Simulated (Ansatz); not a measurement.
# GaAsH2 (singlet): the correlation ladder, cc-pVDZ

The task here is to estimate one member of a computed series from the others.

The runs use Ansatz 0.2.0, Gaussian basis; cc-pVDZ, core rule «outside noble gas», up to 28 orbitals frozen.

The runs, in order: UHF; CCSD(T) on RHF; CCSD(T) on UHF; BCCD(T) on RHF; CISD; CCSDT(Q) on RHF; CCSDT(Q) on UHF; CCSDTQ on RHF; CASSCF and MRCISD+Q, 10 electrons in 10 orbitals; CASSCF and NEVPT2, 10 electrons in 10 orbitals.

9 further runs of the same task are left out: 5 for a known fault of the program, 4 set aside as unsound or not needed.

### What is computed

The geometry is a PBE0/def2-TZVP stationary point (not a proven minimum). No spin-orbit coupling is included. The filled d shell of Ga, As may be among the frozen orbitals whatever the setting's name suggests; the logs give the count.

4 atoms, charge 0, spin multiplicity 1.

Atoms are counted from 1 here; the program's logs count them from 0.

Bond lengths: Ga1–As2 2.303 Å, Ga1–H3 1.568 Å, Ga1–H4 1.568 Å. Angles: As2–Ga1–H3 118.9°, As2–Ga1–H4 118.9°, H3–Ga1–H4 122.1°.

Set-up of the first run:

File in.yaml:

```yaml
crystal:
  periodic: [false, false, false]
  atoms:
    - {symbol: Ga, position_ang: [0.000000, 0.000000, 1.166243]}
    - {symbol: As, position_ang: [0.000000, 0.000000, -1.137111]}
    - {symbol: H, position_ang: [0.000000, 1.371735, 1.924811]}
    - {symbol: H, position_ang: [0.000000, -1.371735, 1.924811]}
basis:
  gaussian: {orbitals: cc-pVDZ}
magnetization: {spin_polarized: true, initial_magnetization: 0}
hamiltonian: {xc: hf}
output: {orbitals: {seedname: orbitals}}
```

Run with:

```console
> ansatz run in.yaml --threads 1 --pin off --events-out ev --progress --plain --max-ram 4096MiB --backend cpu
```

Among the steps run: UHF; CCSD(T) on RHF; CCSD(T) on UHF; BCCD(T) on RHF; CISD; CCSDT(Q) on RHF; CCSDT(Q) on UHF; CCSDTQ on RHF; CASSCF and MRCISD+Q, 10 electrons in 10 orbitals; CASSCF and NEVPT2, 10 electrons in 10 orbitals.

One table of the session follows, with a row left open; its other results are not shown here.

```
          method  from RCCSDTQ (meV)
             RHF             +5156.3
            RMP2                   ?
           RCCSD              +209.3
        RCCSD(T)               +61.0
         BCCD(T)               +60.8
          RCCSDT               +18.5
       RCCSDT(Q)                +2.4
         RCCSDTQ                   0
  CASSCF valence             +3172.5
  NEVPT2 valence              +952.4
  MRCISD valence              +269.6
MRCISD+Q valence               +73.8
```

**Question.** Estimate the row for RMP2.

**Answer.** from RCCSDTQ (meV): +1242.3. In the column «from RCCSDTQ (meV)» it lies between NEVPT2 valence (+952.4) and CASSCF valence (+3172.5).

Limits of these values: Left out of the table: UHF, UMP2, UCCSD, UCCSD(T), UCCSDT, UCCSDT(Q) (another determinant or state than the rows shown).
